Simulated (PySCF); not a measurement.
# CH7ClO3Si2: a tour of settings, part 2 of 2

PySCF 2.14.0. Atoms count from 0. Earlier steps stand in the parts before.

### 5 Indirect couplings: PBE0/IGLO-II

The job: settings as JSON, then the geometry in Å.

```
{"job": {"kind": "j", "xc": "PBE0", "basis": "IGLO-II"}, "charge": 0, "multiplicity": 1}
O     -1.432753     0.273204    -1.507735
Si    -1.501109    -0.887260    -0.385562
O     -2.812602    -0.590707     0.523942
O     -0.158214    -0.822880     0.521765
Si     1.306404    -0.251274     0.892922
C      1.714811     1.210938    -0.264808
Cl     3.404166     1.737898    -0.045593
H     -2.238739     0.694135    -1.793902
H     -1.515110    -2.213813    -0.972961
H     -2.935571    -1.041326     1.353739
H      2.245884    -1.346860     0.674345
H      1.224118     0.208279     2.278413
H      1.094501     2.084022    -0.071880
H      1.603536     0.945171    -1.314458
```

With the program's defaults for keys left out, this is: PBE0/IGLO-II indirect spin-spin coupling, non-relativistic, gas phase.

Log:

```text
coarse grid: 13560 points
cycle   1  E = -1306.4194853354  dE =  8.514e-01  |g| = 1.210e+00  |ddm| = 2.917e+00
cycle   2  E = -1306.1356489246  dE =  2.838e-01  |g| = 1.744e+00  |ddm| = 1.613e+00
cycle   3  E = -1306.6557625156  dE = -5.201e-01  |g| = 1.099e-01  |ddm| = 1.089e+00
cycle   4  E = -1306.6572544123  dE = -1.492e-03  |g| = 7.030e-02  |ddm| = 1.156e-01
cycle   5  E = -1306.6580650412  dE = -8.106e-04  |g| = 1.542e-02  |ddm| = 4.413e-02
cycle   6  E = -1306.6581035187  dE = -3.848e-05  |g| = 3.014e-03  |ddm| = 1.087e-02
cycle   7  E = -1306.6581049009  dE = -1.382e-06  |g| = 4.438e-04  |ddm| = 2.749e-03
final grid: 118040 points
cycle   8  E = -1306.7110480209  dE = -6.916e-05  |g| = 9.891e-03  |ddm| = 1.655e-02
cycle   9  E = -1306.7110331430  dE =  1.488e-05  |g| = 1.306e-02  |ddm| = 1.156e-02
cycle  10  E = -1306.7110623017  dE = -2.916e-05  |g| = 1.363e-03  |ddm| = 7.366e-03
cycle  11  E = -1306.7110625596  dE = -2.579e-07  |g| = 4.009e-04  |ddm| = 9.381e-04
cycle  12  E = -1306.7110625838  dE = -2.420e-08  |g| = 1.353e-04  |ddm| = 2.533e-04
cycle  13  E = -1306.7110625867  dE = -2.902e-09  |g| = 1.810e-05  |ddm| = 9.269e-05
cycle  14  E = -1306.7110625868  dE = -7.390e-11  |g| = 3.703e-06  |ddm| = 2.146e-05
converged SCF energy = -1306.7110625868

Indirect spin-spin couplings (Hz)
  i      j    bonds     total        FC       PSO       DSO        SD
  0 O    1 Si   1    -14.073    -7.733    -6.730     0.071     0.319
  0 O    4 Si   3     -0.241    -0.227    -0.001    -0.006    -0.008
  0 O    5 C    4      0.200     0.200     0.041    -0.040         -
  0 O    7 H    1    -89.137   -76.579   -12.022    -0.535         -
  0 O    8 H    2    -14.496   -14.733     0.043     0.194         -
  0 O    9 H    3     -0.209    -0.353    -0.308     0.451         -
  0 O   13 H    5     -0.277    -0.291     0.245    -0.232         -
  1 Si   2 O    1    -17.566   -11.228    -6.695     0.068     0.289
  1 Si   3 O    1     -6.466    -0.800    -6.047     0.101     0.280
  1 Si   4 Si   2     -1.088    -1.441     0.211    -0.038     0.180
  1 Si   5 C    3      0.216     0.218     0.011    -0.011    -0.002
  1 Si   7 H    2     -1.487    -2.321     0.483     0.443    -0.092
  1 Si   8 H    1   -271.711  -272.055     1.273    -0.594    -0.336
  1 Si   9 H    2     -1.820    -2.690     0.511     0.455    -0.097
  1 Si  10 H    3     -2.100    -2.075    -0.164     0.169    -0.031
  1 Si  11 H    3     -1.984    -1.944    -0.203     0.199    -0.036
  2 O    4 Si   3     -0.215    -0.285     0.054    -0.028     0.044
  2 O    7 H    3      0.072    -0.011     0.128    -0.045         -
  2 O    8 H    2    -11.311   -11.605     0.079     0.215         -
  2 O    9 H    1    -89.676   -76.969   -12.194    -0.513         -
  2 O   10 H    4     -0.242    -0.271    -0.140     0.169         -
  3 O    4 Si   1    -15.926   -10.801    -5.533     0.079     0.328
  3 O    5 C    2     -1.180    -1.395     0.231    -0.016         -
  3 O    7 H    3     -1.049    -1.141    -0.272     0.364         -
  3 O    8 H    2    -21.500   -21.742     0.203     0.039         -
  3 O    9 H    3      0.404     0.367     0.046    -0.009         -
  3 O   10 H    2     -9.399    -9.447    -0.004     0.052         -
  3 O   11 H    2     -9.828    -9.872    -0.003     0.046         -
  3 O   12 H    3      0.265     0.292     0.001    -0.028         -
  3 O   13 H    3      0.194     0.234     0.033    -0.072         -
  4 Si   5 C    1    -59.159   -58.820     1.291    -0.133    -1.497
  4 Si   8 H    3     -2.266    -2.226    -0.208     0.212    -0.045
  4 Si  10 H    1   -214.063  -214.615     1.249    -0.402    -0.295
  4 Si  11 H    1   -208.534  -209.084     1.221    -0.399    -0.272
  4 Si  12 H    2      4.669     4.659     0.116     0.005    -0.112
  4 Si  13 H    2      5.215     5.246     0.090    -0.003    -0.117
  5 C    8 H    4      0.224     0.242     0.134    -0.151         -
  5 C   10 H    2      8.734     8.835    -0.006    -0.095         -
  5 C   11 H    2      9.541     9.647    -0.015    -0.091         -
  5 C   12 H    1    132.155   131.272    -0.163     1.045         -
  5 C   13 H    1    133.107   132.247    -0.198     1.058         -
  7 H    8 H    3     -0.224     0.244     1.809    -2.276         -
  7 H    9 H    4     -0.365    -0.037     2.352    -2.680         -
  7 H   10 H    5     -0.261    -0.006     1.340    -1.594         -
  8 H    9 H    3     -1.344    -0.957     1.082    -1.469         -
  8 H   10 H    4     -0.192    -0.145     0.096    -0.143         -
  8 H   11 H    4      0.189     0.478     1.083    -1.372         -
  8 H   12 H    5     -0.190     0.013     0.818    -1.022         -
  9 H   10 H    5     -0.224    -0.030     0.647    -0.841         -
  9 H   13 H    6     -0.174    -0.001     0.867    -1.040         -
 10 H   11 H    2     15.972    16.559     1.543    -2.130         -
 10 H   12 H    3      5.831     6.232     1.778    -2.179         -
 10 H   13 H    3     -0.011     0.016     0.188    -0.216         -
 11 H   12 H    3      0.759     0.722    -0.059     0.096         -
 11 H   13 H    3      5.812     6.202     1.745    -2.134         -
 12 H   13 H    2    -14.855   -15.166     1.809    -1.498         -
```

Run time: 59 s. Hardware: 1 thread of Arm Neoverse V1, shared host; peak memory 1 GiB.

A choice of the couplings up to four bonds, sorted by the number of bonds, with means over like pairs; isotopes 13C, 1H, 17O, 29Si:

```csv
pair,bonds,J (Hz),Fermi contact (Hz),dihedral (°)
Si1–H8,1,-271.7,-272.1,–
Si4–H10,1,-211.3,-211.8,–
C5–H12,1,132.6,131.8,–
O0–H7,1,-89.4,-76.8,–
Si4–C5,1,-59.2,-58.8,–
O3–Si4,1,-15.9,-10.8,–
O0–Si1,1,-15.8,-9.5,–
Si1–O3,1,-6.5,-0.8,–
O3–H8,2,-21.5,-21.7,–
H10–H11,2,16.0,16.6,–
H12–H13,2,-14.9,-15.2,–
O0–H8,2,-12.9,-13.2,–
O3–H10,2,-9.6,-9.7,–
C5–H10,2,9.1,9.2,–
Si4–H12,2,4.9,5.0,–
Si1–H7,2,-1.7,-2.5,–
O3–C5,2,-1.2,-1.4,–
H10–H12,3,5.8,6.2,-175
Si4–H8,3,-2.3,-2.2,115
Si1–H10,3,-2.0,-2.0,–
```

The spin-dipole term was solved for some atoms only; pairs without it lack that part.

The response was solved for the nuclei of C, H, Si alone, so couplings that need other nuclei can be missing.

Quadrupole couplings from the field gradients of the same density:

```csv
atom,isotope,eQq/h (MHz),η
Cl6,35Cl,-75.8,0.04
O2,17O,-8.886,0.46
O0,17O,-8.810,0.49
O3,17O,-5.843,0.25
```

Joined with the shifts from before (HSE06/def2-SVP, unscaled), the couplings predict the line list below for 400 MHz. Couplings to quadrupolar nuclei are left out.

1H NMR δ 5.00 (t, J = 2.2 Hz, 2H), 4.48 (s, 1H), 3.09 (t, J = 2.2 Hz, 2H), 1.84 (br s, 2H). The letters are first-order; like nuclei with unlike couplings give more lines.

### 6 What came out

What follows sums up all 2 parts.

```
                                                                quantity                                            value
                                 13C shifts against TMS (HSE06/def2-SVP)                                         28.6 ppm
 1H shifts against TMS (HSE06/def2-SVP, means over atoms taken as alike)                       5.00, 4.48, 3.09, 1.84 ppm
17O shifts against H2O (HSE06/def2-SVP, means over atoms taken as alike)                                   75.7, 49.9 ppm
                                29Si shifts against TMS (HSE06/def2-SVP)                                 -42.9, -73.1 ppm
                                       shieldings of Cl (HSE06/def2-SVP)                                   Cl6 1005.9 ppm
                                   surface potential, 1st and 99th percentile                               -0.95 V and 2.50 V
                                         lowest singlet (PBE0/def2-SVPD)                      6.59 eV (188 nm), f = 0.017
                                                          lowest triplet                                          6.00 eV
                            largest coupling of the table (PBE0/IGLO-II)                       1J(Si,H) Si1–H8, -271.7 Hz
                                           property runs in this session  4, of which 0 failed and 1 gave unsound results
```

Single values in the summary come from the first run of each kind that ended normally (HSE06/def2-SVP; PBE0/def2-SVPD; PBE0/IGLO-II), which need not be the best level. At HSE06/def2-SVP: The largest span, 220 ppm, is at Cl6, where the paramagnetic term is -138 ppm. The lowest singlet, at 6.59 eV, is HOMO→LUMO 0.71, HOMO→LUMO+1 0.23 and is weak. The lowest triplet lies 0.59 eV below the lowest singlet (triplets in Tamm-Dancoff, singlets in full TDDFT). In the run at PBE0/IGLO-II, the largest coupling of the table is Si1–H8, -271.7 Hz, of which the Fermi-contact term gives -272.1 Hz. Couplings across rotatable bonds belong to this one conformer; where others are populated, the observed values are averages, and the simulated multiplets take (2 J gauche + J anti)/3 across rotating chain bonds.
